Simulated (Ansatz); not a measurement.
# Rb2Tl6Sn (element-swapped structure): how the settings move a single-point run, part 2 of 2

How sensitive is a single-point run of Rb2Tl6Sn (element-swapped structure) to its settings? A reference run comes first, then four runs with altered input.

Ansatz 0.2.0; reference level DFT PBE, plane waves, PAW, scalar-relativistic, no spin polarisation.

## Step 4: Changed: occupations.method cold, occupations.width 0.005

The input, input.yaml:

```yaml
crystal:
  lattice:
    - [0.0, 5.225442, 5.225442]
    - [5.225442, 0.0, 5.225442]
    - [5.225442, 5.225442, 0.0]
  atoms:
    - { symbol: Tl, position: [0.74535, 0.25465, 0.25465] }
    - { symbol: Tl, position: [0.25465, 0.74535, 0.25465] }
    - { symbol: Tl, position: [0.25465, 0.74535, 0.74535] }
    - { symbol: Tl, position: [0.74535, 0.25465, 0.74535] }
    - { symbol: Tl, position: [0.25465, 0.25465, 0.74535] }
    - { symbol: Tl, position: [0.74535, 0.74535, 0.25465] }
    - { symbol: Sn, position: [0.5, 0.5, 0.5] }
    - { symbol: Rb, position: [0.25, 0.25, 0.25] }
    - { symbol: Rb, position: [0.75, 0.75, 0.75] }
  symmetry: { tolerance: 0.0003 }
kpoints:
  mp_grid: { grid: [3, 3, 3], shift: [0, 0, 0] }
magnetization:
  spin_polarized: false
scf:
  occupations: { method: cold, width: 0.005 }
hamiltonian:
  pseudopotentials: { kind: paw }
  xc: pbe
basis:
  ecutwfc: 420
output:
  forces: true
  stress: true
  eigenvalues: true
```

Command:

```bash
$ ansatz run input.yaml --threads 1 --pin off --max-ram 2560MiB --backend cpu --events-out ev --progress --plain --runs-dir out
```

The program printed, shortened:

```text
Warning: RAYON_NUM_THREADS=1 ignored (pool sized by the plan → 1); use --threads N
[...]
Pseudopotentials: kind: paw
Pseudopotential: Tl, paw, valence charge 13, recommended cutoff 420 eV (normal), Tl.paw.azcp
Pseudopotential: Sn, paw, valence charge 14, recommended cutoff 420 eV (normal), Sn.paw.azcp
Pseudopotential: Rb, paw, valence charge 9, recommended cutoff 420 eV (normal), Rb.paw.azcp
Functional definition: PBE
[...]
Crystal: 9 atoms, lattice volume = 285.364 Å³
Basis set: ecut = 420 eV, 5601 PW (Γ), exchange–correlation on 100×100×100 points (8 copies of the dense FFT grid, shifted against one another)
Bands: 66, of which v1, the nominal top of the filled ones, is band 55 counted from 1 (54 counted from 0)
Symmetry: 48 space group operations
Space group: Fm-3m (ITA 225), of the structure as read, at distance tolerance 2.0e-3 Å
k-points: 4 of 27
[...]
Free energy (F): -81219.105040 eV
[...]
E sigma→0 (E₀):  -81219.104910 eV
Entropy (-TS):   -0.000389 eV (-0.043 meV/atom)
Fermi energy:    8.655405 eV
[...]
--- Forces (eV/Å), atoms counted from 1 ---
  atom   1  Tl    -3.85350204    -0.00000000     0.00000000
  atom   2  Tl     0.00000000    -3.85350204     0.00000000
  atom   3  Tl     3.85350204     0.00000000     0.00000000
  atom   4  Tl    -0.00000000     3.85350204     0.00000000
  atom   5  Tl     0.00000000    -0.00000000    -3.85350204
  atom   6  Tl     0.00000000     0.00000000     3.85350204
  atom   7  Sn     0.00000000     0.00000000     0.00000000
  atom   8  Rb     0.00000000    -0.00000000    -0.00000000
[...]
--- Stress (GPa, compression-positive) ---
       11.741973      -0.000000       0.000000
        0.000000      11.741973       0.000000
        0.000000       0.000000      11.741973
  P = ⅓ Tr σ = 11.7420 GPa (117.420 kbar)
--- Band table (eV) ---
[...]
```

Wall time 4.3 s (1 thread of Arm Neoverse V2, shared host); peak memory 0.52 GiB.

Changing the smearing moves the energy by +1.4 meV/atom (σ→0 values). Cost: 6 SCF cycles against 8.

## Step 5: Variant: ecutrho_ratio 9

The input, input.yaml:

```yaml
crystal:
  lattice:
    - [0.0, 5.225442, 5.225442]
    - [5.225442, 0.0, 5.225442]
    - [5.225442, 5.225442, 0.0]
  atoms:
    - { symbol: Tl, position: [0.74535, 0.25465, 0.25465] }
    - { symbol: Tl, position: [0.25465, 0.74535, 0.25465] }
    - { symbol: Tl, position: [0.25465, 0.74535, 0.74535] }
    - { symbol: Tl, position: [0.74535, 0.25465, 0.74535] }
    - { symbol: Tl, position: [0.25465, 0.25465, 0.74535] }
    - { symbol: Tl, position: [0.74535, 0.74535, 0.25465] }
    - { symbol: Sn, position: [0.5, 0.5, 0.5] }
    - { symbol: Rb, position: [0.25, 0.25, 0.25] }
    - { symbol: Rb, position: [0.75, 0.75, 0.75] }
  symmetry: { tolerance: 0.0003 }
kpoints:
  mp_grid: { grid: [3, 3, 3], shift: [0, 0, 0] }
magnetization:
  spin_polarized: false
scf:
  occupations: { method: tetrahedron }
hamiltonian:
  pseudopotentials: { kind: paw }
  xc: pbe
basis:
  ecutwfc: 420
  ecutrho_ratio: 9
output:
  forces: true
  stress: true
  eigenvalues: true
```

Command:

```bash
$ ansatz run input.yaml --threads 1 --pin off --max-ram 2560MiB --backend cpu --events-out ev --progress --plain --runs-dir out
```

The program printed, shortened:

```text
Warning: output.forces, output.stress, relax.cell or npt_langevin: where a Kohn–Sham band that disperses or a degenerate level is filled in part under the method tetrahedron, the forces or the stress that this run publishes need not agree with its energy (scf.occupations.method in the [...]
Warning: RAYON_NUM_THREADS=1 ignored (pool sized by the plan → 1); use --threads N
band count auto-derived: 68 (N_el = 110.0; filled up to band 55; 66 by the electrons, moments and atoms)
[...]
Pseudopotentials: kind: paw
Pseudopotential: Tl, paw, valence charge 13, recommended cutoff 420 eV (normal), Tl.paw.azcp
Pseudopotential: Sn, paw, valence charge 14, recommended cutoff 420 eV (normal), Sn.paw.azcp
Pseudopotential: Rb, paw, valence charge 9, recommended cutoff 420 eV (normal), Rb.paw.azcp
Functional definition: PBE
[...]
Crystal: 9 atoms, lattice volume = 285.364 Å³
Basis set: ecut = 420 eV, 5601 PW (Γ), exchange–correlation on 150×150×150 points (8 copies of the dense FFT grid, shifted against one another)
[...]
SCF converged after 8 iterations
Stability not checked: this state was not tested for a lower state beside it, because cold or Methfessel-Paxton smearing, or corrected tetrahedra, fill the levels in a way that the test cannot read (fill_not_monotonic; see scf.lower_state_search)
Free energy (F): -81219.117940 eV
[...]
E sigma→0 (E₀):  -81219.117940 eV
Entropy (-TS):   -0.020176 eV (-2.242 meV/atom)
Fermi energy:    8.665440 eV
[...]
--- Forces (eV/Å), atoms counted from 1 ---
  atom   1  Tl    -3.85493862    -0.00000000    -0.00000000
  atom   2  Tl     0.00000000    -3.85493862    -0.00000000
  atom   3  Tl     3.85493862     0.00000000     0.00000000
  atom   4  Tl    -0.00000000     3.85493862    -0.00000000
  atom   5  Tl    -0.00000000     0.00000000    -3.85493862
  atom   6  Tl     0.00000000    -0.00000000     3.85493862
  atom   7  Sn     0.00000000    -0.00000000    -0.00000000
  atom   8  Rb    -0.00000000     0.00000000     0.00000000
[...]
--- Stress (GPa, compression-positive) ---
       11.842548      -0.000000       0.000000
        0.000000      11.842548       0.000000
       -0.000000       0.000000      11.842548
  P = ⅓ Tr σ = 11.8425 GPa (118.425 kbar)
--- Band table (eV) ---
[...]
```

Run time: 6 s. Hardware: 1 thread of Arm Neoverse V2, shared host; peak memory 0.81 GiB.

Changing the numerical grids leaves the energy as it was (0.0 meV/atom).

## Step 6: Changed: ecutwfc 500 eV

The input, input.yaml:

```yaml
crystal:
  lattice:
    - [0.0, 5.225442, 5.225442]
    - [5.225442, 0.0, 5.225442]
    - [5.225442, 5.225442, 0.0]
  atoms:
    - { symbol: Tl, position: [0.74535, 0.25465, 0.25465] }
    - { symbol: Tl, position: [0.25465, 0.74535, 0.25465] }
    - { symbol: Tl, position: [0.25465, 0.74535, 0.74535] }
    - { symbol: Tl, position: [0.74535, 0.25465, 0.74535] }
    - { symbol: Tl, position: [0.25465, 0.25465, 0.74535] }
    - { symbol: Tl, position: [0.74535, 0.74535, 0.25465] }
    - { symbol: Sn, position: [0.5, 0.5, 0.5] }
    - { symbol: Rb, position: [0.25, 0.25, 0.25] }
    - { symbol: Rb, position: [0.75, 0.75, 0.75] }
  symmetry: { tolerance: 0.0003 }
kpoints:
  mp_grid: { grid: [3, 3, 3], shift: [0, 0, 0] }
magnetization:
  spin_polarized: false
scf:
  occupations: { method: tetrahedron }
hamiltonian:
  pseudopotentials: { kind: paw }
  xc: pbe
basis:
  ecutwfc: "500 eV"
output:
  forces: true
  stress: true
  eigenvalues: true
```

Command:

```bash
$ ansatz run input.yaml --threads 1 --pin off --max-ram 2560MiB --backend cpu --events-out ev --progress --plain --runs-dir out
```

The program printed, shortened:

```text
Warning: output.forces, output.stress, relax.cell or npt_langevin: where a Kohn–Sham band that disperses or a degenerate level is filled in part under the method tetrahedron, the forces or the stress that this run publishes need not agree with its energy (scf.occupations.method in the [...]
Warning: RAYON_NUM_THREADS=1 ignored (pool sized by the plan → 1); use --threads N
band count auto-derived: 68 (N_el = 110.0; filled up to band 55; 66 by the electrons, moments and atoms)
[...]
Pseudopotentials: kind: paw
Pseudopotential: Tl, paw, valence charge 13, recommended cutoff 420 eV (normal), Tl.paw.azcp
Pseudopotential: Sn, paw, valence charge 14, recommended cutoff 420 eV (normal), Sn.paw.azcp
Pseudopotential: Rb, paw, valence charge 9, recommended cutoff 420 eV (normal), Rb.paw.azcp
Functional definition: PBE
[...]
Crystal: 9 atoms, lattice volume = 285.364 Å³
Basis set: ecut = 500 eV, 7343 PW (Γ), exchange–correlation on 108×108×108 points (8 copies of the dense FFT grid, shifted against one another)
[...]
SCF converged after 8 iterations
Stability not checked: this state was not tested for a lower state beside it, because cold or Methfessel-Paxton smearing, or corrected tetrahedra, fill the levels in a way that the test cannot read (fill_not_monotonic; see scf.lower_state_search)
Free energy (F): -81219.129195 eV
[...]
E sigma→0 (E₀):  -81219.129195 eV
Entropy (-TS):   -0.020178 eV (-2.242 meV/atom)
Fermi energy:    8.665233 eV
[...]
--- Forces (eV/Å), atoms counted from 1 ---
  atom   1  Tl    -3.85347536    -0.00000000    -0.00000000
  atom   2  Tl     0.00000000    -3.85347536     0.00000000
  atom   3  Tl     3.85347536     0.00000000     0.00000000
  atom   4  Tl    -0.00000000     3.85347536     0.00000000
  atom   5  Tl    -0.00000000     0.00000000    -3.85347536
  atom   6  Tl     0.00000000     0.00000000     3.85347536
  atom   7  Sn     0.00000000    -0.00000000     0.00000000
  atom   8  Rb    -0.00000000     0.00000000     0.00000000
[...]
--- Stress (GPa, compression-positive) ---
       11.836936      -0.000000      -0.000000
        0.000000      11.836936       0.000000
       -0.000000       0.000000      11.836936
  P = ⅓ Tr σ = 11.8369 GPa (118.369 kbar)
--- Band table (eV) ---
[...]
```

Wall time 5.9 s (1 thread of Arm Neoverse V2, shared host); peak memory 0.57 GiB.

Changing the cutoff moves the energy by -1.3 meV/atom. More plane waves (500 against 420 eV) lower the energy, so the reference carries about that much basis error.

## Step 7: Comparison

What follows sums up all 2 parts.

| run | ending | energy change | pressure (GPa) | gap (eV) | force (eV/Å) | cycles | time |
| --- | --- | --- | --- | --- | --- | --- | --- |
| reference | converged | 0 | 11.8 | 0.00 | 3.85 | 8 | 4.7 s |
| 1: xc pbesol | converged | not comparable | 9.3 | 0.00 | 3.60 | 8 | 5.1 s |
| 2: occupations.method cold, occupations.width 0.005 | converged | +1.4 meV/atom (σ→0) | 11.7 | 0.00 | 3.85 | 6 | 4.3 s |
| 3: ecutrho_ratio 9 | converged | 0.0 meV/atom | 11.8 | 0.00 | 3.85 | 8 | 6 s |
| 4: ecutwfc 500 eV | converged | -1.3 meV/atom | 11.8 | 0.00 | 3.85 | 8 | 5.9 s |

Residual by cycle in the longest SCF loop of each run; runs are numbered as in the table. The quantity is the density residual dr2, in eV.

| cycle | reference | run 1 | run 2 | run 3 | run 4 |
| --- | --- | --- | --- | --- | --- |
| 1 | 0.0186 | 0.0339 | 0.0221 | 0.0186 | 0.019 |
| 2 | 0.0101 | 0.0119 | 0.00433 | 0.0101 | 0.00991 |
| 3 | 0.00124 | 0.00236 | 2.9e-4 | 0.00124 | 0.00124 |
| 4 | 4.4e-4 | 2.4e-4 | 3.6e-5 | 4.4e-4 | 3.5e-4 |
| 5 | 3.2e-5 | 1.8e-5 | 4.6e-7 | 3.2e-5 | 2.7e-5 |
| 6 | 4.6e-6 | 3.6e-6 | 4.1e-8 | 4.6e-6 | 4.2e-6 |
| 7 | 5.0e-7 | 3.3e-7 | - | 5.0e-7 | 5.0e-7 |
| 8 | 6.0e-8 | 2.6e-8 | - | 6.0e-8 | 4.5e-8 |

The pressure spans 9.3 to 11.8 GPa over the reference and the converged variants.

Caveats on the reference run: its mesh is coarse for a cell with so small a gap or none; the cell is far from equilibrium (12 GPa, forces up to 3.9 eV/Å), so its values aren't those of the relaxed material; the structure is made up and not relaxed.
